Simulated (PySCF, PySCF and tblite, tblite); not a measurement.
# C₇H₁₃N: a path driven as rotation about a bond, and NMR exchange

Aim: the barrier and rate of rotation about a bond in C₇H₁₃N (`C[C@@H](C#N)C(C)(C)C`), and what it does to NMR lines.

Computed with tblite 0.8.0 (tight binding) and PySCF 2.14.0 (DFT, with response routines of our own); each step states its level. Atoms count from 0 throughout.

## (1) The starting structure

21 atoms, charge 0, multiplicity 1; geometry from: force field or distance geometry start.

Bonds of the start (Å): C0–C1 1.54, C0–H10 1.10, C0–H8 1.10, C0–H9 1.09, C1–C2 1.46, C1–C4 1.57, C1–H11 1.11, C2–N3 1.18, C4–C5 1.55, C4–C6 1.55, C4–C7 1.54, C5–H12 1.09, C5–H13 1.09, C5–H14 1.10, C6–H15 1.09, C6–H16 1.09, C6–H17 1.10, C7–H18 1.09, C7–H19 1.10, C7–H20 1.10.

## (2) GFN2-xTB relaxation, start minimum

The job: settings as JSON, then the geometry in Å.

```
{"job": {"xc": "GFN2-xTB", "basis": "xTB", "kind": "relax"}, "charge": 0, "multiplicity": 1}
C     -0.711700     0.049700     0.025300
C     -0.287500    -0.359600    -1.393600
C     -1.288800     0.108400    -2.347700
N     -2.098000     0.489300    -3.115500
C      1.165300     0.088400    -1.767500
C      1.524300    -0.447500    -3.181300
C      1.322800     1.627000    -1.787700
C      2.201400    -0.487300    -0.777300
H     -1.725200    -0.321300     0.241600
H     -0.064400    -0.361500     0.798500
H     -0.751900     1.139200     0.140600
H     -0.308200    -1.466000    -1.407500
H      0.893000    -0.007600    -3.949100
H      1.421800    -1.536700    -3.227500
H      2.565000    -0.201300    -3.434200
H      0.629100     2.099300    -2.476900
H      2.338600     1.914800    -2.078100
H      1.141600     2.049500    -0.793800
H      3.220500    -0.279900    -1.101200
H      2.095500    -1.577700    -0.690300
H      2.082400    -0.054200     0.222900
```

Command:

```sh
OMP_NUM_THREADS=1 python ens_run.py task.json out
```

The driver reads the study from task.json and runs its stages one after another.

The log of the run:

```text
step      E/eV     max force
  0    -666.91768    4.127
  1    -666.58178   13.363
  2    -667.01253    1.266
  3    -667.02708    0.616
  4    -667.05166    0.853
  5    -667.05908    0.566
  6    -667.06473    0.137
  7    -667.06686    0.216
  8    -667.06956    0.276
  9    -667.07107    0.164
 10    -667.07240    0.084
 11    -667.07362    0.186
 12    -667.07492    0.219
 13    -667.07599    0.133
 14    -667.07688    0.055
 15    -667.07779    0.143
 16    -667.07873    0.173
 17    -667.07949    0.116
 18    -667.08001    0.051
 19    -667.08039    0.075
 20    -667.08072    0.094
 21    -667.08097    0.060
 22    -667.08113    0.026
 23    -667.08128    0.053
 24    -667.08148    0.090
 25    -667.08175    0.098
 26    -667.08205    0.065
 27    -667.08234    0.043
 28    -667.08256    0.050
 29    -667.08270    0.050
 30    -667.08278    0.025
 31    -667.08283    0.018
 32    -667.08287    0.028
 33    -667.08293    0.045
 34    -667.08301    0.048
 35    -667.08310    0.031
 36    -667.08317    0.019
 37    -667.08322    0.019
 38    -667.08326    0.024
 39    -667.08330    0.019
 40    -667.08333    0.012
 41    -667.08336    0.014
 42    -667.08339    0.019
 43    -667.08342    0.017
 44    -667.08346    0.012
 45    -667.08349    0.011
 46    -667.08351    0.013
 47    -667.08355    0.017
 48    -667.08358    0.015
 49    -667.08361    0.012
 50    -667.08362    0.008
 51    -667.08363    0.007
 52    -667.08364    0.006
 53    -667.08365    0.004
 54    -667.08365    0.004
 55    -667.08365    0.004
 56    -667.08365    0.008
 57    -667.08366    0.009
 58    -667.08367    0.008
 59    -667.08367    0.004
 60    -667.08368    0.003
 61    -667.08368    0.004
 62    -667.08368    0.004
 63    -667.08368    0.004
 64    -667.08368    0.003
```

It took 0.55 s on 1 thread of Intel Xeon Platinum 8488C, shared host.

Gain 0.166 eV; displacement 0.07 Å root mean square.

## (3) Relaxed scan, rotation

The job: settings as JSON, then the geometry in Å.

```
{"job": {"xc": "GFN2-xTB", "basis": "xTB", "coordinate": [["t", [0, 1, 4, 5], 0.1111111111111111], ["t", [0, 1, 4, 6], 0.1111111111111111], ["t", [0, 1, 4, 7], 0.1111111111111111], ["t", [2, 1, 4, 5], 0.1111111111111111], ["t", [2, 1, 4, 6], 0.1111111111111111], ["t", [2, 1, 4, 7], 0.1111111111111111], ["t", [11, 1, 4, 5], 0.1111111111111111], ["t", [11, 1, 4, 6], 0.1111111111111111], ["t", [11, 1, 4, 7], 0.1111111111111111]], "kind": "drive"}, "charge": 0, "multiplicity": 1}
C     -0.723483     0.056044     0.012989
C     -0.246951    -0.364746    -1.382638
C     -1.194684     0.143832    -2.347951
N     -1.958899     0.555300    -3.092768
C      1.190552     0.086788    -1.760428
C      1.504322    -0.453155    -3.160386
C      1.296678     1.612920    -1.774965
C      2.200682    -0.492276    -0.767688
H     -1.737125    -0.305051     0.177731
H     -0.081920    -0.367848     0.780295
H     -0.731068     1.138317     0.112125
H     -0.281563    -1.460623    -1.445365
H      0.797004    -0.065670    -3.890715
H      1.452897    -1.540504    -3.176781
H      2.505743    -0.155738    -3.463440
H      0.544055     2.043989    -2.432065
H      2.278203     1.911596    -2.136369
H      1.166826     2.027197    -0.778025
H      3.211667    -0.278563    -1.107299
H      2.090945    -1.572094    -0.686936
H      2.081697    -0.054763     0.220184
```

The log of the run:

```text
point  coordinate     E/eV
  0      4.500     -667.06310
  1    -10.200     -666.99419
  2    -25.500     -666.92189
  3    -41.000     -666.89440
  4    -56.500     -666.93305
  5    -71.600     -667.00630
  6    -86.300     -667.06222
  7   -100.900     -667.08308
```

It took 3.5 s on 1 thread of Intel Xeon Platinum 8488C, shared host.

The highest point is number 3, 3.9 kcal/mol above the first.

## (4) Nudged elastic band, leg 1

Changed since step 3:

```diff
@@ -1,2 +1,2 @@
-{"job": {"xc": "GFN2-xTB", "basis": "xTB", "coordinate": [["t", [0, 1, 4, 5], 0.1111111111111111], ["t", [0, 1, 4, 6], 0.1111111111111111], ["t", [0, 1, 4, 7], 0.1111111111111111], ["t", [2, 1, 4, 5], 0.1111111111111111], ["t", [2, 1, 4, 6], 0.1111111111111111], ["t", [2, 1, 4, 7], 0.1111111111111111], ["t", [11, 1, 4, 5], 0.1111111111111111], ["t", [11, 1, 4, 6], 0.1111111111111111], ["t", [11, 1, 4, 7], 0.1111111111111111]], "kind": "drive"}, "charge": 0, "multiplicity": 1}
+{"job": {"xc": "GFN2-xTB", "basis": "xTB", "kind": "neb"}, "charge": 0, "multiplicity": 1}
 C     -0.723483     0.056044     0.012989
```

The log of the run:

```text
image   E - E0 / eV
  0       0.0000
  1       0.0344
  2       0.1458
  3       0.1877
  4       0.1092
  5       0.0222
  6      -0.0000
```

Run time: 2.2 s. Hardware: 1 thread of Intel Xeon Platinum 8488C, shared host; peak memory 0.19 GiB.

The highest point is number 3, 4.3 kcal/mol above the first.

## (5) Saddle search, leg 1

The job: settings as JSON, then the geometry in Å.

```
{"job": {"xc": "GFN2-xTB", "basis": "xTB", "kind": "saddle"}, "charge": 0, "multiplicity": 1}
C     -1.385755    -0.771635     1.438918
C     -1.077702    -0.261916     0.023862
C     -1.942310     0.874617    -0.205611
N     -2.670755     1.743747    -0.354903
C      0.425632     0.052161    -0.288771
C      0.901201    -0.904425    -1.388402
C      0.579645     1.492825    -0.788122
C      1.332842    -0.126568     0.931522
H     -2.445006    -1.013729     1.511856
H     -0.813303    -1.669075     1.652659
H     -1.161845    -0.016604     2.188286
H     -1.411236    -1.036131    -0.679260
H      0.308342    -0.782124    -2.293449
H      0.826471    -1.938999    -1.059198
H      1.939966    -0.701042    -1.639195
H     -0.013789     1.659725    -1.684364
H      1.621821     1.696198    -1.025511
H      0.259662     2.202990    -0.028227
H      2.354353     0.122237     0.652645
H      1.332120    -1.152650     1.290172
H      1.039646     0.530398     1.745092
```

The log of the run:

```text
step      E/eV     max force
  0    -666.89594   0.0376
  1    -666.89545   0.1141
  2    -666.89627   0.0216
  3    -666.89558   0.0504
  4    -666.89599   0.0068
  5    -666.89563   0.0122
  6    -666.89556   0.0044
lowest wavenumbers (cm-1): -72.3 168.2 192.6 210.1 262.5 284.4
```

It took 7.2 s on 1 thread of Intel Xeon Platinum 8488C, shared host; peak memory 0.19 GiB.

Point group C1; 1 imaginary mode, 72i cm⁻¹, carried by C0, N3, C7, C6. Steps downhill from it reached both ends.

## (6) Shieldings, start: BP86/pcSseg-1

The job: settings as JSON, then the geometry in Å.

```
{"job": {"kind": "nmr", "xc": "BP86", "basis": "pcSseg-1", "pop": false}, "charge": 0, "multiplicity": 1}
C     -0.723483     0.056044     0.012989
C     -0.246951    -0.364746    -1.382638
C     -1.194684     0.143832    -2.347951
N     -1.958899     0.555300    -3.092768
C      1.190552     0.086788    -1.760428
C      1.504322    -0.453155    -3.160386
C      1.296678     1.612920    -1.774965
C      2.200682    -0.492276    -0.767688
H     -1.737125    -0.305051     0.177731
H     -0.081920    -0.367848     0.780295
H     -0.731068     1.138317     0.112125
H     -0.281563    -1.460623    -1.445365
H      0.797004    -0.065670    -3.890715
H      1.452897    -1.540504    -3.176781
H      2.505743    -0.155738    -3.463440
H      0.544055     2.043989    -2.432065
H      2.278203     1.911596    -2.136369
H      1.166826     2.027197    -0.778025
H      3.211667    -0.278563    -1.107299
H      2.090945    -1.572094    -0.686936
H      2.081697    -0.054763     0.220184
```

The log of the run:

```text
coarse grid: 16728 points
cycle   1  E = -329.0638402429  dE =  5.474e-01  |g| = 7.278e-01  |ddm| = 3.981e+00
cycle   2  E = -328.7817367132  dE =  2.821e-01  |g| = 1.305e+00  |ddm| = 1.849e+00
cycle   3  E = -329.1535250861  dE = -3.718e-01  |g| = 4.680e-01  |ddm| = 1.316e+00
cycle   4  E = -329.2014744514  dE = -4.795e-02  |g| = 6.391e-02  |ddm| = 3.493e-01
cycle   5  E = -329.2023048860  dE = -8.304e-04  |g| = 2.536e-02  |ddm| = 9.578e-02
cycle   6  E = -329.2024509174  dE = -1.460e-04  |g| = 6.607e-03  |ddm| = 2.873e-02
cycle   7  E = -329.2024601953  dE = -9.278e-06  |g| = 1.715e-03  |ddm| = 6.406e-03
final grid: 159288 points
cycle   8  E = -329.2709726985  dE = -1.198e-04  |g| = 8.418e-03  |ddm| = 6.618e-02
cycle   9  E = -329.2709469583  dE =  2.574e-05  |g| = 1.325e-02  |ddm| = 1.659e-02
cycle  10  E = -329.2709873030  dE = -4.034e-05  |g| = 3.660e-03  |ddm| = 1.076e-02
cycle  11  E = -329.2709899865  dE = -2.684e-06  |g| = 1.010e-03  |ddm| = 3.033e-03
cycle  12  E = -329.2709902168  dE = -2.303e-07  |g| = 1.854e-04  |ddm| = 1.125e-03
cycle  13  E = -329.2709902242  dE = -7.443e-09  |g| = 5.768e-05  |ddm| = 2.171e-04
cycle  14  E = -329.2709902250  dE = -7.441e-10  |g| = 1.169e-05  |ddm| = 5.302e-05
converged SCF energy = -329.2709902250

GIAO shielding tensors (ppm)
atom      isotropic    diamagn.    paramagn.     s11        s22        s33       span
  0 C      165.679     249.491     -83.812    154.619    159.448    182.971     28.353
  1 C      142.321     250.091    -107.770    126.430    138.188    162.344     35.914
  2 C       58.573     261.299    -202.726    -62.360    -52.560    290.637    352.997
  3 N      -29.146     343.080    -372.225   -194.314   -179.221    286.098    480.412
  4 C      143.823     243.241     -99.418    137.616    141.750    152.102     14.486
  5 C      148.216     245.561     -97.345    127.319    135.533    181.794     54.475
  6 C      156.919     247.939     -91.019    141.519    145.893    183.346     41.827
  7 C      152.747     247.924     -95.177    134.093    142.011    182.138     48.045
  8 H       30.286      31.601      -1.314     25.784     27.934     37.141     11.357
  9 H       30.467      33.047      -2.579     25.065     29.837     36.501     11.437
 10 H       30.376      32.722      -2.346     26.107     29.939     35.081      8.974
 11 H       29.421      32.453      -3.032     27.274     27.601     33.388      6.114
 12 H       29.776      28.925       0.851     25.522     29.120     34.686      9.165
 13 H       30.760      28.917       1.843     27.574     27.897     36.808      9.233
 14 H       30.731      28.740       1.991     27.099     28.226     36.870      9.771
 15 H       30.152      31.371      -1.219     25.991     28.977     35.488      9.497
 16 H       30.877      30.642       0.234     27.272     28.622     36.735      9.463
 17 H       30.588      31.731      -1.143     26.384     29.257     36.123      9.740
 18 H       30.634      31.139      -0.505     27.015     28.317     36.571      9.556
 19 H       30.990      31.596      -0.607     27.493     28.040     37.437      9.944
 20 H       30.488      32.072      -1.584     26.207     29.297     35.959      9.752
```

It took 98 s on 1 thread of Intel Xeon Platinum 8488C, shared host; peak memory 0.74 GiB.

This run: HOMO -7.77 eV, LUMO -0.25 eV; dipole 3.95 D.

## (7) Shieldings, saddle of leg 1: BP86/pcSseg-1

The job: settings as JSON, then the geometry in Å.

```
{"job": {"kind": "nmr", "xc": "BP86", "basis": "pcSseg-1", "pop": false}, "charge": 0, "multiplicity": 1}
C     -1.387038    -0.740349     1.459817
C     -1.070703    -0.282461     0.028533
C     -1.948840     0.831619    -0.252719
N     -2.687628     1.682989    -0.446473
C      0.428940     0.048136    -0.286695
C      0.899555    -0.884799    -1.408456
C      0.574982     1.498756    -0.760189
C      1.342561    -0.150777     0.925417
H     -2.453326    -0.945090     1.543620
H     -0.846325    -1.650578     1.702918
H     -1.134919     0.028578     2.185113
H     -1.386931    -1.086879    -0.648378
H      0.298900    -0.744512    -2.305352
H      0.827941    -1.926607    -1.100720
H      1.936917    -0.677078    -1.661577
H     -0.015677     1.680686    -1.655613
H      1.617049     1.710006    -0.991910
H      0.249016     2.194524     0.010233
H      2.365879     0.085747     0.641282
H      1.324785    -1.179085     1.276662
H      1.064862     0.507176     1.744489
```

The log of the run:

```text
coarse grid: 16728 points
cycle   1  E = -329.0529194169  dE =  5.468e-01  |g| = 7.326e-01  |ddm| = 4.012e+00
cycle   2  E = -328.7576538914  dE =  2.953e-01  |g| = 1.328e+00  |ddm| = 1.861e+00
cycle   3  E = -329.1417419082  dE = -3.841e-01  |g| = 4.787e-01  |ddm| = 1.326e+00
cycle   4  E = -329.1921751110  dE = -5.043e-02  |g| = 6.154e-02  |ddm| = 3.522e-01
cycle   5  E = -329.1929399626  dE = -7.649e-04  |g| = 2.478e-02  |ddm| = 9.418e-02
cycle   6  E = -329.1930837901  dE = -1.438e-04  |g| = 6.718e-03  |ddm| = 2.896e-02
cycle   7  E = -329.1930941506  dE = -1.036e-05  |g| = 1.765e-03  |ddm| = 6.454e-03
cycle   8  E = -329.1930949724  dE = -8.218e-07  |g| = 2.853e-04  |ddm| = 2.606e-03
final grid: 159288 points
cycle   9  E = -329.2612698867  dE = -1.208e-04  |g| = 8.304e-03  |ddm| = 7.420e-02
cycle  10  E = -329.2612423801  dE =  2.751e-05  |g| = 1.348e-02  |ddm| = 1.770e-02
cycle  11  E = -329.2612834953  dE = -4.112e-05  |g| = 4.129e-03  |ddm| = 1.159e-02
cycle  12  E = -329.2612869999  dE = -3.505e-06  |g| = 9.486e-04  |ddm| = 3.237e-03
cycle  13  E = -329.2612872030  dE = -2.031e-07  |g| = 2.189e-04  |ddm| = 1.141e-03
cycle  14  E = -329.2612872140  dE = -1.097e-08  |g| = 5.647e-05  |ddm| = 2.381e-04
cycle  15  E = -329.2612872146  dE = -6.704e-10  |g| = 1.706e-05  |ddm| = 5.738e-05
converged SCF energy = -329.2612872146

GIAO shielding tensors (ppm)
atom      isotropic    diamagn.    paramagn.     s11        s22        s33       span
  0 C      163.031     246.057     -83.026    147.955    163.385    177.754     29.799
  1 C      146.066     248.812    -102.747    128.512    139.177    170.508     41.995
  2 C       58.832     261.410    -202.578    -62.929    -51.839    291.264    354.194
  3 N      -30.878     342.623    -373.501   -190.757   -177.752    275.875    466.633
  4 C      148.467     244.616     -96.149    138.068    149.243    158.090     20.022
  5 C      145.152     248.658    -103.507    118.416    137.523    179.516     61.100
  6 C      146.830     248.358    -101.528    125.139    141.597    173.754     48.615
  7 C      153.850     248.312     -94.461    139.851    143.492    178.208     38.356
  8 H       30.327      28.054       2.273     25.708     28.104     37.170     11.462
  9 H       30.456      30.599      -0.143     25.602     29.362     36.404     10.801
 10 H       30.362      30.632      -0.270     26.591     29.441     35.054      8.463
 11 H       29.182      31.860      -2.678     25.588     29.126     32.831      7.243
 12 H       30.518      31.616      -1.098     26.988     28.360     36.205      9.217
 13 H       30.637      31.785      -1.148     27.111     28.436     36.363      9.252
 14 H       30.762      31.528      -0.766     27.101     28.235     36.950      9.849
 15 H       30.029      32.240      -2.211     26.296     28.563     35.227      8.931
 16 H       30.813      31.575      -0.762     27.120     28.728     36.590      9.470
 17 H       30.050      32.359      -2.309     26.591     28.429     35.131      8.540
 18 H       30.884      31.620      -0.736     27.231     28.805     36.616      9.385
 19 H       30.708      32.240      -1.532     26.679     29.079     36.366      9.688
 20 H       30.535      32.184      -1.649     26.631     29.008     35.964      9.333
```

Wall time 1.7 min (1 thread of Intel Xeon Platinum 8488C, shared host); peak memory 0.75 GiB.

Key values: HOMO -7.70 eV, LUMO -0.25 eV; dipole 3.99 D.

## (8) Kinetics and line shapes

The job: settings as JSON, then the geometry in Å.

```
{"job": {"smiles": "CC(C#N)C(C)(C)C", "charge": 0, "mult": 1, "motion": "rotation", "what": "crowded single bond", "atoms": [1, 4], "drives": [{"terms": [["t", [0, 1, 4, 5], 0.1111111111111111], ["t", [0, 1, 4, 6], 0.1111111111111111], ["t", [0, 1, 4, 7], 0.1111111111111111], ["t", [2, 1, 4, 5], 0.1111111111111111], ["t", [2, 1, 4, 6], 0.1111111111111111], ["t", [2, 1, 4, 7], 0.1111111111111111], ["t", [11, 1, 4, 5], 0.1111111111111111], ["t", [11, 1, 4, 6], 0.1111111111111111], ["t", [11, 1, 4, 7], 0.1111111111111111]], "by": -120, "n": 8}], "study": "path", "level": {"kind": "nmr", "xc": "BP86", "basis": "pcSseg-1"}, "fields": [400, 700, 900], "first": 5, "seed": 2, "kind": "path"}, "charge": 0, "multiplicity": 1}
C     -0.723483     0.056044     0.012989
C     -0.246951    -0.364746    -1.382638
C     -1.194684     0.143832    -2.347951
N     -1.958899     0.555300    -3.092768
C      1.190552     0.086788    -1.760428
C      1.504322    -0.453155    -3.160386
C      1.296678     1.612920    -1.774965
C      2.200682    -0.492276    -0.767688
H     -1.737125    -0.305051     0.177731
H     -0.081920    -0.367848     0.780295
H     -0.731068     1.138317     0.112125
H     -0.281563    -1.460623    -1.445365
H      0.797004    -0.065670    -3.890715
H      1.452897    -1.540504    -3.176781
H      2.505743    -0.155738    -3.463440
H      0.544055     2.043989    -2.432065
H      2.278203     1.911596    -2.136369
H      1.166826     2.027197    -0.778025
H      3.211667    -0.278563    -1.107299
H      2.090945    -1.572094    -0.686936
H      2.081697    -0.054763     0.220184
```

The log of the run:

```text
stationary points (kcal/mol above the start)
  n  kind          group   xTB      DFT    lowest mode
  0  minimum      C1       0.00     0.00      52.6
  1  saddle       C1       4.34     6.37     -72.3
  2  minimum      C1      -0.00     0.00      52.5

GFN2-xTB energies: T/K, barrier G, reaction G (kcal/mol), k forward, k back (1/s)
 150.00     4.89    -0.00   2.37e+05   2.34e+05
 200.00     5.06    -0.00   1.23e+07   1.22e+07
 250.00     5.25    -0.00   1.33e+08   1.32e+08
 298.15     5.45    -0.00   6.26e+08   6.21e+08
 350.00     5.68    -0.01   2.08e+09   2.06e+09
 400.00     5.90    -0.01   4.97e+09   4.93e+09
 500.00     6.37    -0.01   1.71e+10    1.7e+10

BP86/pcSseg-1 + D3(BJ) energies: T/K, barrier G, reaction G (kcal/mol), k forward, k back (1/s)
 150.00     6.91    -0.00        263        261
 200.00     7.09    -0.00   7.49e+04   7.43e+04
 250.00     7.28    -0.00   2.25e+06   2.23e+06
 298.15     7.48    -0.00   2.04e+07   2.03e+07
 350.00     7.70    -0.00   1.13e+08   1.12e+08
 400.00     7.93    -0.00   3.87e+08   3.85e+08
 500.00     8.40    -0.01   2.22e+09   2.21e+09
```

It took 3.7 min on 1 thread of Intel Xeon Platinum 8488C, shared host; peak memory 0.75 GiB. This counts the whole study up to here.

Barriers by level (kcal/mol; entropies in cal/(mol K)). Zero-point and thermal terms come from xTB in every row. ΔG‡ leaves symmetry out; the rate counts one path; effective ΔG‡, where given, is the barrier that would give that rate by Eyring's equation alone:

| level | ΔE‡ | with zero-point | ΔH‡ | ΔS‡ | ΔG‡ (298 K) | ΔE of reaction | k at 298 K (1/s) | effective ΔG‡ |
| --- | --- | --- | --- | --- | --- | --- | --- | --- |
| GFN2-xTB | 4.34 | 4.60 | 3.87 | -5.3 | 5.45 | 0.00 | 6.3e+08 | 5.45 |
| BP86/pcSseg-1 + D3(BJ) | 6.37 | 6.63 | 5.89 | -5.3 | 7.48 | 0.00 | 2e+07 | 7.48 |

Sites that the driver pairs across this motion, and where their lines would merge (no couplings; faster rotations or exchange between molecules can average them sooner):

| nucleus | sites: shielding (ppm) | proton frequency (MHz) | spread (Hz) | coalescence (K) | lines at 298 K |
| --- | --- | --- | --- | --- | --- |
| 13C | C5: 148.2; C6: 156.9; C7: 152.7 | 400 | 876 | 160 | 1 |
| 13C | C5: 148.2; C6: 156.9; C7: 152.7 | 700 | 1532 | 165 | 1 |
| 13C | C5: 148.2; C6: 156.9; C7: 152.7 | 900 | 1970 | 167 | 1 |
| 1H | H12, H13, H14: 30.42; H15, H16, H17: 30.54; H18, H19, H20: 30.70 | 400 | 113 | 147 | 1 |
| 1H | H12, H13, H14: 30.42; H15, H16, H17: 30.54; H18, H19, H20: 30.70 | 700 | 197 | 150 | 1 |
| 1H | H12, H13, H14: 30.42; H15, H16, H17: 30.54; H18, H19, H20: 30.70 | 900 | 253 | 152 | 1 |

## (9) Summary of results

| quantity | value |
| --- | --- |
| barrier (BP86/pcSseg-1 + D3(BJ)) | ΔE‡ 6.4, ΔG‡(298 K) 7.5 kcal/mol |
| barrier (GFN2-xTB) | ΔE‡ 4.3 kcal/mol |
| rate at 298 K | 2e+07 s⁻¹ |
| end of the path | the start, renumbered or mirrored |
| coalescence of 13C C5 | 167 K at 900 MHz |

**Reading.** The barrier is 6.4 kcal/mol at the DFT level (xTB: 4.3); with thermal terms and the count of paths the DFT value gives a rate of 2e+07 s⁻¹ at 298 K. An error of 1.4 kcal/mol changes that rate tenfold. The 13C lines of C5 and its partners, 1970 Hz apart at 900 MHz, merge at 167 K, so by this path alone the exchange at 298 K is fast for them; other paths were not followed.
